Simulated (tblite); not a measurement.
# BrGeH9Si3: the cost of one run

Programs: tblite 0.8.0 and PySCF 2.14.0, with density-fitted response routines of our own. Each step states its level of theory. These are calculated values for one molecule in the gas phase, unless marked as measured. Atoms count from 0, in the outputs and in this text.

## 1. The starting structure

14 atoms, charge 0, multiplicity 1; geometry from: force field or distance geometry start.

Bonds of the start (Å): Si0–Si1 2.22, Si1–Si2 2.23, Si2–Ge3 2.30, Ge3–Br4 2.35, Si0–H5 1.47, Si0–H6 1.49, Si0–H7 1.47, Si1–H8 1.47, Si1–H9 1.47, Si2–H10 1.46, Si2–H11 1.47, Ge3–H12 1.56, Ge3–H13 1.56.

## 2. Relaxing the molecule with GFN2-xTB

The job: settings as JSON, then the geometry in Å.

```
{"job": {"kind": "relax", "xc": "GFN2-xTB", "basis": "xTB"}, "charge": 0, "multiplicity": 1}
Si    -2.019900     0.874900     0.582500
Si    -1.225300    -0.932000    -0.424000
Si     0.905700    -0.720900    -1.050300
Ge     2.191900     0.456700     0.445100
Br     3.094700    -0.926100     2.111900
H     -1.882800     0.848600     2.046100
H     -3.482400     0.912700     0.319400
H     -1.387200     2.064800    -0.011900
H     -1.365300    -2.160500     0.368900
H     -2.030000    -1.125200    -1.639100
H      1.472500    -2.052100    -1.215700
H      0.884200     0.065600    -2.288200
H      1.433900     1.669900     1.079400
H      3.409400     1.023000    -0.346400
```

On the command line:

```console
$ OMP_NUM_THREADS=1 python probes_run.py task.json out
```

One launch serves the whole session: the jobs run in the order shown.

Q: Estimate the wall time and peak memory of this first job on 1 thread of Arm Neoverse N1, shared host.

About 2 s, with a peak of 0.18 GiB.
